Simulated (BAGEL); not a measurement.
# BNH5Br (SMILES [NH3+][BH2-]Br): HF/6-31G(d) (density fitting with qzvpp-jkfit, spherical functions)

What is the energy change on altering one bond length of BNH5Br at HF/6-31G* (density fitting with qzvpp-jkfit, spherical functions)? 

Program for the calculation: BAGEL 1.2.2.

7 further runs of the same task are left out: 5 that didn't finish, 2 set aside as unsound or not needed.

### 1 The structure to begin with

BNH5Br: 8 atoms, total charge 0, spin state singlet. SMILES: `[NH3+][BH2-]Br`. Geometry: relaxed at GFN2-xTB.

Bond lengths: N1–B2 1.646 Å, B2–Br3 1.987 Å, N1–H4 1.019 Å, N1–H5 1.017 Å, N1–H6 1.019 Å, B2–H7 1.186 Å, B2–H8 1.186 Å. Some angles: N1–B2–Br3 102.7°, N1–B2–H7 107.3°, N1–B2–H8 107.4°, Br3–B2–H7 111.6°, Br3–B2–H8 111.5°, B2–N1–H4 108.5°, B2–N1–H5 111.2°, B2–N1–H6 108.6°, H7–B2–H8 115.4°, H4–N1–H5 110.1°.

### 2 The energy at HF/6-31G(d) (density fitting with qzvpp-jkfit, spherical functions)

Contents of hf.json:

```json
{ "bagel": [

{
  "title": "molecule",
  "basis": "6-31gs.json",
  "df_basis": "qzvpp-jkfit",
  "angstrom": "true",
  "geometry": [
    { "atom": "N", "xyz": [      -0.259310,       0.151690,      -0.791980 ] },
    { "atom": "B", "xyz": [       0.451540,      -0.178670,       0.655680 ] },
    { "atom": "Br", "xyz": [      -1.057520,       0.008760,       1.934430 ] },
    { "atom": "H", "xyz": [      -1.018280,      -0.512260,      -0.939330 ] },
    { "atom": "H", "xyz": [       0.411500,       0.089380,      -1.553350 ] },
    { "atom": "H", "xyz": [      -0.656150,       1.089520,      -0.751960 ] },
    { "atom": "H", "xyz": [       0.846100,      -1.295700,       0.608010 ] },
    { "atom": "H", "xyz": [       1.282120,       0.647280,       0.838490 ] }
  ]
},

{
  "title": "hf"
},

{
  "title": "print",
  "file": "orbitals.molden",
  "orbitals": "true"
}

]}
```

The basis set 6-31G* is read from a file made from the Basis Set Exchange's data (not shown).

Launch:

```console
BAGEL_NUM_THREADS=1 BAGEL hf.json > hf.out
```

The program printed:

```text
* using 1 threads per process

  ===============================================================
  ===============================================================

  *** Geometry ***

  { "atom" : "N", "xyz" : [     -0.490025,      0.286653,     -1.496625 ] },
  { "atom" : "B", "xyz" : [      0.853287,     -0.337637,      1.239056 ] },
  { "atom" : "Br", "xyz" : [     -1.998423,      0.016554,      3.655543 ] },
  { "atom" : "H", "xyz" : [     -1.924270,     -0.968031,     -1.775076 ] },
  { "atom" : "H", "xyz" : [      0.777622,      0.168904,     -2.935406 ] },
  { "atom" : "H", "xyz" : [     -1.239944,      2.058894,     -1.420998 ] },
  { "atom" : "H", "xyz" : [      1.598897,     -2.448518,      1.148972 ] },
  { "atom" : "H", "xyz" : [      2.422856,      1.223182,      1.584516 ] },

  Number of auxiliary basis functions:      508

  Since a DF basis is specified, we compute 2- and 3-index integrals:
    o Being stored without compression. Storage requirement is 0.020 GB

  Number of basis functions:       70
  Number of electrons      :       52

    * METHOD: MOLECULE                             0.22

  *** RHF ***

  === Nuclear Repulsion ===
   159.5065323144

      * DIIS with orbital gradients will be used.

  === RHF iteration (6-31gs.json) ===
      0      -2654.09223837          0.01548206           0.05
      1      -2654.17449680          0.00653672           0.04
      2      -2654.18854294          0.00160838           0.04
      3      -2654.18966134          0.00020374           0.04
      4      -2654.18968898          0.00007683           0.04
      5      -2654.18969231          0.00002588           0.04
      6      -2654.18969294          0.00000709           0.04
      7      -2654.18969300          0.00000162           0.04
      8      -2654.18969301          0.00000058           0.04
      9      -2654.18969301          0.00000019           0.04
     10      -2654.18969301          0.00000004           0.04
     11      -2654.18969301          0.00000001           0.04
     12      -2654.18969301          0.00000000           0.04
    * SCF iteration converged.

    * Permanent dipole moment:
           (    0.076657,    -0.324155,     2.596167) a.u.

    * METHOD: HF                                   0.71

    * METHOD: PRINT                                0.01

  ===============================================================
```

Wall time 1.3 s (1 thread of Intel Xeon 6975P-C (Granite Rapids), shared host); peak memory 0.11 GiB.

### 3 The distorted shape

Contents of job.json:

```json
{ "bagel" : [

{
  "title" : "molecule",
  "basis" : "6-31gs.json",
  "df_basis" : "qzvpp-jkfit",
  "angstrom" : true,
  "geometry" : [
    { "atom" : "N", "xyz" : [      -0.031647,       0.350850,      -0.747780 ] },
    { "atom" : "B", "xyz" : [       0.679203,       0.020490,       0.699880 ] },
    { "atom" : "Br", "xyz" : [      -0.829857,       0.207920,       1.978630 ] },
    { "atom" : "H", "xyz" : [      -1.018280,      -0.512260,      -0.939330 ] },
    { "atom" : "H", "xyz" : [       0.639163,       0.288540,      -1.509150 ] },
    { "atom" : "H", "xyz" : [      -0.428487,       1.288680,      -0.707760 ] },
    { "atom" : "H", "xyz" : [       1.073763,      -1.096540,       0.652210 ] },
    { "atom" : "H", "xyz" : [       1.509783,       0.846440,       0.882690 ] }
  ]
},

{ "title" : "hf", "charge" : 0 },

{ "title" : "print", "file" : "orbitals.molden", "orbitals" : true }

]}
```

The basis set 6-31G* is read from a file made from the Basis Set Exchange's data (not shown).

Launch:

```console
BAGEL_NUM_THREADS=1 BAGEL job.json > job.out
```

The program printed:

```text
* using 1 threads per process

  ===============================================================
  ===============================================================

  *** Geometry ***

  { "atom" : "N", "xyz" : [     -0.059804,      0.663010,     -1.413099 ] },
  { "atom" : "B", "xyz" : [      1.283508,      0.038720,      1.322582 ] },
  { "atom" : "Br", "xyz" : [     -1.568202,      0.392912,      3.739069 ] },
  { "atom" : "H", "xyz" : [     -1.924270,     -0.968031,     -1.775076 ] },
  { "atom" : "H", "xyz" : [      1.207843,      0.545262,     -2.851880 ] },
  { "atom" : "H", "xyz" : [     -0.809723,      2.435252,     -1.337473 ] },
  { "atom" : "H", "xyz" : [      2.029118,     -2.072160,      1.232498 ] },
  { "atom" : "H", "xyz" : [      2.853076,      1.599540,      1.668042 ] },

  Number of auxiliary basis functions:      508

  Since a DF basis is specified, we compute 2- and 3-index integrals:
    o Being stored without compression. Storage requirement is 0.020 GB

  Number of basis functions:       70
  Number of electrons      :       52

    * METHOD: MOLECULE                             0.19

  *** RHF ***

  === Nuclear Repulsion ===
   158.2549179869

      * DIIS with orbital gradients will be used.

  === RHF iteration (6-31gs.json) ===
      0      -2654.03623594          0.01570276           0.04
      1      -2654.11927141          0.00751844           0.04
      2      -2654.13778280          0.00174878           0.04
      3      -2654.13923249          0.00030654           0.04
      4      -2654.13928717          0.00011157           0.04
      5      -2654.13929553          0.00003715           0.04
      6      -2654.13929711          0.00000932           0.04
      7      -2654.13929721          0.00000209           0.04
      8      -2654.13929721          0.00000089           0.04
      9      -2654.13929721          0.00000030           0.04
     10      -2654.13929721          0.00000008           0.04
     11      -2654.13929721          0.00000002           0.04
     12      -2654.13929721          0.00000001           0.04
    * SCF iteration converged.

    * Permanent dipole moment:
           (    0.161383,    -0.243864,     2.617869) a.u.

    * METHOD: HF                                   0.65

    * METHOD: PRINT                                0.01

  ===============================================================
```

Wall time 1 s (1 thread of Intel Xeon 6975P-C (Granite Rapids), shared host); peak memory 0.11 GiB.

### 4 Outcome

Level: HF/6-31G* (density fitting with qzvpp-jkfit, spherical functions).

```
                                                         quantity           value
                                        first shape: total energy  -2654.18969 Eh
                                       first shape: dipole moment          6.65 D
                                         first shape: HOMO energy        -9.74 eV
                                         first shape: LUMO energy         4.33 eV
                                       first shape: HOMO–LUMO gap        14.07 eV
                                    distorted shape: total energy  -2654.13930 Eh
                                   distorted shape: dipole moment          6.70 D
                                     distorted shape: HOMO energy        -9.71 eV
                                     distorted shape: LUMO energy         2.83 eV
                                   distorted shape: HOMO–LUMO gap        12.54 eV
energy change with the N1–H4 bond stretched from 1.019 to 1.325 Å        1.371 eV
```

What this shows: With the N1–H4 bond stretched from 1.019 to 1.325 Å the energy rises by 1.37 eV (132 kJ/mol). The first shape isn't relaxed at this level, so the change isn't measured from a minimum.
